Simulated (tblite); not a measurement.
# C2H7OSTa (SMILES [CH3][Ta]([CH3])([OH])=[S]): GFN1-xTB

Wanted: a structure relaxation of C2H7OSTa. Input form: a Python script.

The calculation is run with tblite 0.8.0.

7 further runs of the same task are left out: 7 set aside as unsound or not needed.

### 1 The molecule

C2H7OSTa has 12 atoms, charge 0, and is taken as a singlet. As SMILES, `[CH3][Ta]([CH3])([OH])=[S]`. Geometry: a rough force-field guess. This is one conformer, not always the lowest. The run starts from this shape.

Bond lengths: C1–Ta2 2.215 Å, Ta2–C3 2.240 Å, Ta2–O4 2.129 Å, Ta2–S5 2.136 Å, C1–H6 1.102 Å, C1–H7 1.160 Å, C1–H8 1.076 Å, C3–H9 1.152 Å, C3–H10 1.126 Å, C3–H11 1.108 Å, O4–H12 1.023 Å. Some angles: C1–Ta2–C3 107.8°, C1–Ta2–O4 111.6°, C1–Ta2–S5 110.8°, C3–Ta2–O4 108.6°, C3–Ta2–S5 110.1°, O4–Ta2–S5 107.9°, Ta2–C1–H6 113.0°, Ta2–C1–H7 108.7°, Ta2–C1–H8 111.1°, Ta2–C3–H9 111.2°.

### 2 A structure relaxation at GFN1-xTB

File start.xyz:

```xyz
12

C     -1.789000     0.616100     0.083800
Ta     0.303800     0.349300    -0.592300
C      1.459000    -0.559800     1.097600
O      0.424000    -0.950200    -2.274800
S      1.166900     2.222600    -1.146900
H     -1.880800     0.700600     1.178900
H     -2.188300     1.623900    -0.330300
H     -2.425400    -0.155800    -0.312100
H      2.509500    -0.094800     1.181400
H      0.973700    -0.360600     2.094200
H      1.565900    -1.656200     0.977400
H     -0.042300    -1.790400    -1.923000
```

File run.py:

```python
# GFN1-xTB geometry optimisation
import json
import numpy as np
from tblite.interface import Calculator
from tblite.interface import symbols_to_numbers
from scipy.optimize import minimize

symbols = list(map(str, np.loadtxt("start.xyz", skiprows=2, usecols=0, dtype=str, ndmin=1)))
numbers = np.array(symbols_to_numbers(symbols))
positions = np.loadtxt("start.xyz", skiprows=2, usecols=(1, 2, 3), ndmin=2) / 0.529177210903

xtb = Calculator("GFN1-xTB", numbers, positions, charge=0, uhf=0)
xtb.set("verbosity", 0)
xtb.set("accuracy", 0.01)
last, frames, energies, grads = [None], [], [], []

def fun(x):
    xtb.update(x.reshape(-1, 3))
    last[0] = xtb.singlepoint(last[0])
    return float(last[0].get('energy')), last[0].get('gradient').ravel()

def show(x):
    e, g = fun(x)
    frames.append(x.reshape(-1, 3).tolist())
    energies.append(e)
    grads.append(g.reshape(-1, 3).tolist())
    print(f"{len(energies) - 1:4d} {e:16.9f} {np.abs(g).max():12.3e} {np.linalg.norm(g):12.3e}")

print("step      energy/Eh       max grad     grad norm")
show(positions.ravel())
opt = minimize(fun, positions.ravel(), jac=True, method="BFGS", callback=show, options={"gtol": 3e-05, "maxiter": 500})
print("converged:", opt.success, "-", opt.message)
fun(opt.x)
wfn = last[0]
final = opt.x.reshape(-1, 3)
print("final geometry (angstrom)")
for s, p in zip(symbols, final * 0.529177210903):
    print(f"{s:<2} {p[0]:12.6f} {p[1]:12.6f} {p[2]:12.6f}")
print(f"total energy: {wfn.get('energy') * 627.5095:.8f} kcal/mol")
eps = np.atleast_2d(wfn.get("orbital-energies")) * 27.211386
occ = np.atleast_2d(wfn.get("orbital-occupations"))
filled = occ.sum(axis=0) if eps.shape[0] == 1 else occ[0]
homo = np.nonzero(filled > 0.5)[0].max()
print(f"HOMO {eps[0, homo]:.4f} eV")
if homo + 1 < eps.shape[1]:
    print(f"LUMO {eps[0, homo + 1]:.4f} eV, gap {eps[0, homo + 1] - eps[0, homo]:.4f} eV")
mu = wfn.get("dipole") * 2.541746
print(f"Dipole moment: {np.linalg.norm(mu):.4f} D, components " + " ".join(f"{c:.4f}" for c in mu))
q = wfn.get("charges")
print("Charges:", " ".join(f"{s}{i + 1}={c:+.4f}" for i, (s, c) in enumerate(zip(symbols, q))))
out = {k: np.asarray(wfn.get(k)).tolist() for k in ("energy", "gradient", "charges", "dipole", "orbital-energies", "orbital-occupations")}
out.update(symbols=symbols, positions=(positions * 0.529177210903).tolist(), final=final.tolist(), frames=frames, step_energies=energies, grads=grads, success=bool(opt.success))
json.dump(out, open("results.json", "w"))
```

Run with:

```console
$ python run.py
```

What values should one expect? Wanted: total energy at the end; dipole moment; HOMO energy; LUMO energy; HOMO–LUMO gap.

**Answer.** As computed:

At GFN1-xTB:

```
               quantity         value
total energy at the end  -18.38635 Eh
          dipole moment        4.16 D
            HOMO energy     -11.03 eV
            LUMO energy      -8.29 eV
          HOMO–LUMO gap       2.74 eV
```

**Reading.** At the final geometry: Bond lengths: C1–Ta2 2.184 Å, Ta2–C3 2.184 Å, Ta2–O4 1.824 Å, Ta2–S5 2.177 Å, C1–H6 1.094 Å, C1–H7 1.089 Å, C1–H8 1.093 Å, C3–H9 1.089 Å, C3–H10 1.094 Å, C3–H11 1.093 Å, O4–H12 0.958 Å. Some angles: C1–Ta2–C3 110.4°, C1–Ta2–O4 114.2°, C1–Ta2–S5 101.3°, C3–Ta2–O4 114.2°, C3–Ta2–S5 101.3°, O4–Ta2–S5 114.0°, Ta2–C1–H6 104.9°, Ta2–C1–H7 117.5°, Ta2–C1–H8 110.0°, Ta2–C3–H9 117.6°. The optimisation took 119 steps and changed the energy by -1.106 eV. Mulliken charges run from -0.67 on O4 to +0.96 on Ta2.
